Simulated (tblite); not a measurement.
# C2H9GeNSSi: the cost of one run

Programs: tblite 0.8.0 and PySCF 2.14.0, with density-fitted response routines of our own. Each step states its level of theory. These are calculated values for one molecule in the gas phase, unless marked as measured. Atoms are numbered from 0 throughout.

## Step 1: The molecule as given

15 atoms, charge 0, multiplicity 1; geometry from: force field or distance geometry start.

Bonds of the start (Å): C0–C1 1.51, C1–S2 1.43, C1–Ge3 1.92, Ge3–N4 1.86, N4–Si5 1.79, C0–H6 1.12, C0–H7 1.11, C0–H8 1.11, Ge3–H9 1.56, Ge3–H10 1.56, N4–H11 1.05, Si5–H12 1.47, Si5–H13 1.48, Si5–H14 1.48.

## Step 2: Relaxing the molecule with GFN2-xTB

Job settings and geometry (Å):

```
{"job": {"kind": "relax", "xc": "GFN2-xTB", "basis": "xTB"}, "charge": 0, "multiplicity": 1}
C      1.978000     0.961600     0.468600
C      1.363000    -0.029000    -0.483500
S      1.699100     0.001700    -1.869300
Ge     0.138600    -1.360700     0.165200
N     -1.535300    -1.142100    -0.613900
Si    -2.196300     0.423200    -0.050900
H      1.684800     1.998200     0.164200
H      1.610800     0.795000     1.507400
H      3.081600     0.869900     0.469400
H     -0.003300    -1.258500     1.718400
H      0.684400    -2.775800    -0.181300
H     -1.377100    -1.048100    -1.647100
H     -3.514100     0.652400    -0.649100
H     -1.281800     1.516400    -0.437300
H     -2.336700     0.403800     1.417400
```

Started as:

```sh
$ OMP_NUM_THREADS=1 python probes_run.py task.json out
```

One launch serves the whole session: the jobs run in the order shown.

**Question.** How long does this first job take on 1 thread of Arm Neoverse V1, shared host, and how much memory does it need?

About 1.5 s, with a peak of 0.18 GiB.
